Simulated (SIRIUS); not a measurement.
Runs of SIRIUS 7.12.0 on HfIn4SiO6. It takes space group C2 (No. 5, monoclinic). The conventional cell has a = 5.432 Å, b = 9.407 Å, c = 7.635 Å, α = 90.00°, β = 104.03°, γ = 90.00°. Hf (site symmetry 2) has 6 O at 2.13 to 2.14 Å as nearest neighbours. In (site symmetry 2) is surrounded by 2 O at 2.73 Å and 4 In at 3.12 Å. Around In (site symmetry 2) lie 6 O at 2.23 Å. Around In (site symmetry 2) lie 2 O at 2.73 Å and 3 In at 3.07 to 3.12 Å. In (site symmetry 2) has 2 O at 2.73 Å and 3 In at 3.07 to 3.12 Å as nearest neighbours. Si (site symmetry 2) is surrounded by 6 O at 1.85 Å. O (site symmetry 1) is surrounded by 1 Si at 1.85 Å. O (site symmetry 1) has 1 Si at 1.85 Å as nearest neighbours. The cell was built by a generator and needn't be a form met in nature.

```tsv
level	U	form of the Hubbard term	hubbard projectors	start of the occupations	gap on the mesh (eV)	pressure (GPa)	largest force (eV/Å)
PBE+U	Hf d U = 4 eV	simplified (Dudarev)	orthogonalised atomic orbitals	the program's own	none	(a)	0.27
PBE+U	Hf d U = 6 eV	simplified (Dudarev)	orthogonalised atomic orbitals	the program's own	none	1.2	0.28
PBE+U	Hf d U = 8 eV	simplified (Dudarev)	orthogonalised atomic orbitals	the program's own	none	1.8	0.38
PBE	-	-	-	-	none	-0.4	0.25
PBE+U	Hf d U = 2 eV	simplified (Dudarev)	orthogonalised atomic orbitals	the program's own	none	(c)	(b)
```

Alike in all rows: task single point; potentials or basis PseudoDojo 0.4.1 PBE standard (scalar relativistic); no spin polarisation; cell as given; k mesh 3 × 3 × 2; cutoff (eV) 1152; smearing fermi-dirac 0.05 eV; the mesh is coarse, so values aren't converged.

Problem. Estimate the missing entries.

Solution. (a) 0.6; (b) 0.26; (c) 0.1.

Caveats: all runs use coarse meshes; U without spin polarisation on a metal has little footing (some runs).

A k mesh can miss the band edges, and the runs leave out spin-orbit coupling on Hf, In.

A gap of «none» marks a metal or a gap under the smearing width.
